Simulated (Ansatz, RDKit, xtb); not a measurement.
# C5H7B2FO: which of the isomers drawn lies lowest?, part 2 of 2

Which of a sample of isomers of C5H7B2FO is the most stable in the gas at 298.15 K, and what are its properties? The sample is small against all isomers, and the most stable one of this formula need not be in it.

xtb, Ansatz and PySCF; isolated molecules.

## (10) c865a at MP2/def2-TZVPP

input.yaml

```yaml
crystal:
  periodic: [false, false, false]
  atoms:
    - {symbol: C, position_ang: [-1.073071, 2.476318, -2.046539]}
    - {symbol: C, position_ang: [-0.891080, 1.440868, -0.969030]}
    - {symbol: C, position_ang: [-1.978590, 0.828644, -0.389218]}
    - {symbol: C, position_ang: [0.318568, -0.719404, 1.314404]}
    - {symbol: C, position_ang: [1.048650, 0.098799, 0.506588]}
    - {symbol: B, position_ang: [-2.062089, -0.245188, 0.713895]}
    - {symbol: B, position_ang: [0.583777, 1.107318, -0.554052]}
    - {symbol: F, position_ang: [1.557331, 1.788536, -1.208075]}
    - {symbol: O, position_ang: [-1.016079, -0.856848, 1.393244]}
    - {symbol: H, position_ang: [-2.138866, 2.662240, -2.284233]}
    - {symbol: H, position_ang: [-0.546625, 2.170875, -2.976286]}
    - {symbol: H, position_ang: [-0.598305, 3.436801, -1.751954]}
    - {symbol: H, position_ang: [-2.970468, 1.150786, -0.768443]}
    - {symbol: H, position_ang: [-3.146079, -0.655983, 1.086420]}
    - {symbol: H, position_ang: [0.812107, -1.396717, 2.034958]}
    - {symbol: H, position_ang: [2.138122, 0.001197, 0.658740]}
basis:
  gaussian:
    orbitals: def2-TZVPP
correlation:
  method: mp2
  frozen_orbitals: {F: 1, C: 1, H: 0, B: 1, O: 1}
```

The run is started by

```
ansatz run input.yaml --threads 4 --pin off --max-ram 7830MiB --events-out events.jsonl --progress --plain --runs-dir runs
```

The program printed:

```text
Warning: RAYON_NUM_THREADS=4 ignored (pool sized by the plan → 4); use --threads N
Functional definition: HF
  name "HF"
  exchange = exact_x
  correlation = 0
2309 factors; integrals over basis functions are off by at most 1.0e-3 eV
mean field evaluation 1: about -11350.2128 eV, gradient 4.8e1 eV
mean field evaluation 2: about -11350.5887 eV, gradient 4.8e1 eV
mean field evaluation 4: about -11356.3472 eV, gradient 5.6e0 eV
mean field evaluation 8: about -11356.4460 eV, gradient 3.6e-1 eV
mean field evaluation 16: about -11356.4467 eV, gradient 1.6e-6 eV
mean field -11356.44672138 eV, -417.3417193347 hartree, gradient 1.6e-6 eV, S^2 0.000000; 0 other end points of the search recorded, 0 dependent functions left out; unrestricted orbitals would lower it
9 core orbitals not correlated: weight in the atoms' cores, before any rotation towards them, 1.000 or more for the frozen orbitals, at most 0.000 for the correlated occupied ones
reference -11356.44672138 eV, -417.3417193347 hartree; 23, 23 occupied and 345, 345 virtual orbitals, 2309 factors
second order -39.73538368 eV of doubles, -0.00000000 eV of singles
Total energy: -11396.18210506 eV, -418.8019677514 hartree
```

Wall time 11 s (4 threads of Arm Neoverse V2, shared host); peak memory 1.6 GiB.

## (11) c654a at CCSD(T)/def2-SVP

input.yaml

```yaml
basis:
  gaussian: {orbitals: def2-SVP}
crystal:
  periodic: [false, false, false]
  atoms:
    - {symbol: C, position_ang: [-1.118923, 2.670692, -1.936571]}
    - {symbol: C, position_ang: [-0.833374, 1.556390, -0.960333]}
    - {symbol: C, position_ang: [-1.834955, 1.015763, -0.186864]}
    - {symbol: C, position_ang: [-0.491769, -0.898081, 1.257196]}
    - {symbol: C, position_ang: [0.780778, -0.756702, 0.786815]}
    - {symbol: B, position_ang: [-1.756490, -0.120784, 0.864839]}
    - {symbol: B, position_ang: [0.652964, 1.088683, -0.907782]}
    - {symbol: F, position_ang: [1.541563, 1.700121, -1.709830]}
    - {symbol: O, position_ang: [1.238224, 0.103292, -0.138478]}
    - {symbol: H, position_ang: [-0.830279, 2.378777, -2.969082]}
    - {symbol: H, position_ang: [-0.505480, 3.568036, -1.706132]}
    - {symbol: H, position_ang: [-2.187445, 2.961945, -1.935717]}
    - {symbol: H, position_ang: [-2.837156, 1.464190, -0.346027]}
    - {symbol: H, position_ang: [-2.795002, -0.425030, 1.430275]}
    - {symbol: H, position_ang: [-0.570732, -1.691059, 2.021034]}
    - {symbol: H, position_ang: [1.611084, -1.386640, 1.155250]}
correlation: {method: ccsd_t, frozen_orbitals: {F: 1, C: 1, H: 0, B: 1, O: 1}}
```

The run is started by

```
ansatz run input.yaml --threads 4 --pin off --max-ram 7830MiB --events-out events.jsonl --progress --plain --runs-dir runs
```

The program printed, shortened:

```text
Warning: RAYON_NUM_THREADS=4 ignored (pool sized by the plan → 4); use --threads N
[... 2 set-up lines as earlier in the session ...]
[...]
1638 factors; integrals over basis functions are off by at most 1.3e-3 eV
[...]
mean field -11343.48855454 eV, -416.8655154866 hartree, gradient 1.0e-6 eV, S^2 0.000000; 0 other end points of the search recorded, 0 dependent functions left out; unrestricted orbitals would lower it
9 core orbitals not correlated: weight in the atoms' cores, before any rotation towards them, 1.000 or more for the frozen orbitals, at most 0.000 for the correlated occupied ones
reference -11343.48855454 eV, -416.8655154866 hartree; 23, 23 occupied and 129, 129 virtual orbitals, 1638 factors
second order -31.95605096 eV of doubles, -0.00000000 eV of singles
cycle   1  -32.58645753 eV  change   -6.3e-1 eV  update   1.4e-1
[...]
cycle  10  -33.65160106 eV  change   -4.3e-6 eV  update   2.5e-5
perturbative correction -1.19326162 eV, -0.0438515558 hartree
Total energy: -11378.33341722 eV, -418.1460405713 hartree
```

Run time: 51 s. Hardware: 4 threads of Arm Neoverse V2, shared host; peak memory 1.9 GiB.

For c865a, c654a the log finds that unrestricted Hartree-Fock orbitals lie lower, a sign to watch the closed-shell reference there.

## (12) Free energies and the winner

Energies in kcal/mol from c654a; G adds the thermal terms to the CCSD(T)/def2-SVP + MP2/def2-TZVPP - MP2/def2-SVP energy. The columns left of the relaxed level are at the tight-binding geometries.

```tsv
label	SMILES	spin	r2SCAN-D4/def2-SVP	PBE-D3(BJ)/def2-SVP	HF/def2-SVP	MP2/def2-SVP	CCSD(T)/def2-SVP + MP2/def2-TZVPP - MP2/def2-SVP	G	share at equilibrium	T1
c654a	CC1=CBC=COB1F	singlet	0.0	0.0	0.0	0.0	0.0	0.0	66.7 %	0.014
c865a	CC1=CBOC=CB1F	singlet	0.4	-0.1	0.8	0.6	0.2	0.4	33.3 %	0.015
c654at	CC1=CBC=COB1F	triplet	74.9	57.0	39.9	68.9	63.1	60.6	< 0.1 %	0.023
```

Lowest found: c654a, `CC1=CBC=COB1F`, a singlet. Bond lengths: C1–C2 1.509 Å, C2–C3 1.376 Å, C4–C5 1.364 Å, C3–B6 1.550 Å, C4–B6 1.535 Å, C2–B7 1.559 Å, B7–F8 1.344 Å, C5–O9 1.344 Å, B7–O9 1.380 Å, C1–H10 1.111 Å, C1–H11 1.111 Å, C1–H12 1.108 Å, C3–H13 1.109 Å, B6–H14 1.221 Å, C4–H15 1.104 Å, C5–H16 1.105 Å. Some angles: C1–C2–C3 121.1°, C1–C2–B7 115.1°, C3–C2–B7 123.9°, C2–C3–B6 129.2°, C4–C5–O9 128.4°, C5–C4–B6 128.9°, C3–B6–C4 125.9°, C2–B7–F8 118.3°, C2–B7–O9 129.6°, F8–B7–O9 112.1°.

```xyz
16

C    -1.1189    2.6707   -1.9366
C    -0.8334    1.5564   -0.9603
C    -1.8350    1.0158   -0.1869
C    -0.4918   -0.8981    1.2572
C     0.7808   -0.7567    0.7868
B    -1.7565   -0.1208    0.8648
B     0.6530    1.0887   -0.9078
F     1.5416    1.7001   -1.7098
O     1.2382    0.1033   -0.1385
H    -0.8303    2.3788   -2.9691
H    -0.5055    3.5680   -1.7061
H    -2.1874    2.9619   -1.9357
H    -2.8372    1.4642   -0.3460
H    -2.7950   -0.4250    1.4303
H    -0.5707   -1.6911    2.0210
H     1.6111   -1.3866    1.1553
```

## (13) Results

The summary covers parts 1 to 2.

```
                                 quantity                                                                    value
                   lowest structure found                                                   CC1=CBC=COB1F, singlet
                            next finalist                         CC1=CBOC=CB1F, singlet, 0.4 kcal/mol higher in G
share at equilibrium, among the finalists                                                                   66.7 %
                                   funnel  22 starts, 17 minima at GFN2-xTB, 9 screening runs, 3 relaxed, 3 ranked
                     CPU time of all runs                                                                   35 min
```

In words: `CC1=CBC=COB1F` comes out lowest. Its margin of 0.4 kcal/mol is inside the likely error of CCSD(T)/def2-SVP + MP2/def2-TZVPP - MP2/def2-SVP with harmonic terms (about 1.5 kcal/mol), so the order of the first two is not settled. r2SCAN-D4/def2-SVP, HF/def2-SVP and MP2/def2-SVP already put its bonding pattern lowest among the structures in one piece; PBE-D3(BJ)/def2-SVP favours the singlet CC1=CBOC=CB1F. The largest share of the time went into the final energies (75 %). Lowest found is not proven lowest: the search is finite, and each finalist counts with one conformer. Only 10 drawn patterns were tried, so whole families of isomers are missing, and the result ranks this sample alone.
